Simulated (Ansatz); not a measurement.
# LiH13O7: the cost of one run

Program: Ansatz 0.2.0. Level of theory: DFT PBE+D3(BJ), plane waves, PAW, scalar-relativistic, no spin polarisation. These are calculated values, not measurements.

### Step 1. The starting structure

The cell holds 21 atoms (H13LiO7): a = 5.638 Å, b = 5.638 Å, c = 5.638 Å, α = 90.00°, β = 90.00°, γ = 90.00°.

Its coordinates follow in the input file.

### Step 2. Preparing the start

input.yaml reads:

```yaml
crystal:
  lattice:
    - [5.637839, 0.0, 0.0]
    - [0.0, 5.637839, 0.0]
    - [0.0, 0.0, 5.637839]
  atoms:
    - { symbol: O, position: [0.1775512, 0.2889698, 0.0137755] }
    - { symbol: H, position: [0.2403556, 0.1455188, -0.0568765] }
    - { symbol: H, position: [0.2395119, 0.2869586, 0.1739976] }
    - { symbol: O, position: [0.8490142, 0.1208361, 0.3007023] }
    - { symbol: H, position: [0.8042682, 0.270999, 0.2302523] }
    - { symbol: H, position: [0.8858053, 0.0209769, 0.1658363] }
    - { symbol: O, position: [0.3037578, 0.6866909, 0.7104304] }
    - { symbol: H, position: [0.4090676, 0.5566817, 0.7494399] }
    - { symbol: H, position: [0.2746567, 0.7633379, 0.8614028] }
    - { symbol: O, position: [0.8170847, 0.5505416, 0.5042212] }
    - { symbol: H, position: [0.7614324, 0.5803257, 0.34444] }
    - { symbol: H, position: [0.6769978, 0.571071, 0.6015274] }
    - { symbol: O, position: [0.2480925, 0.7851207, 0.272109] }
    - { symbol: H, position: [0.1859717, 0.7083803, 0.1315167] }
    - { symbol: H, position: [0.4174407, 0.757672, 0.2630507] }
    - { symbol: O, position: [0.6267881, 1.0555088, 0.8876906] }
    - { symbol: H, position: [0.7140147, 1.0274719, 0.7423644] }
    - { symbol: H, position: [0.653189, 0.9131322, 0.9801361] }
    - { symbol: Li, position: [0.4511688, 0.236224, 0.5064941] }
    - { symbol: O, position: [0.7870163, 0.5578506, 0.95479] }
    - { symbol: H, position: [0.9396718, 0.588466, 0.877868] }
basis:
  ecutwfc: 420.0
kpoints:
  mp_grid: { grid: [1, 1, 1] }
hamiltonian:
  xc: pbe
  dispersion: d3bj
scf:
  occupations: { method: fermi_dirac, width: 0.02 }
  lower_state_search: "off"
relax:
  f_tol: 0.3
  max_steps: 15
  adjacent_minimum: "off"
```

Run with:

```sh
$ ansatz run input.yaml --threads 1 --pin off --max-ram 3072MiB --backend cpu --events-out ev --progress --plain --runs-dir out
```

**Question.** How long does this run take on 1 thread of Arm Neoverse V2, shared host, and how much memory does it need?

About 17 s, with a peak of 0.31 GiB.
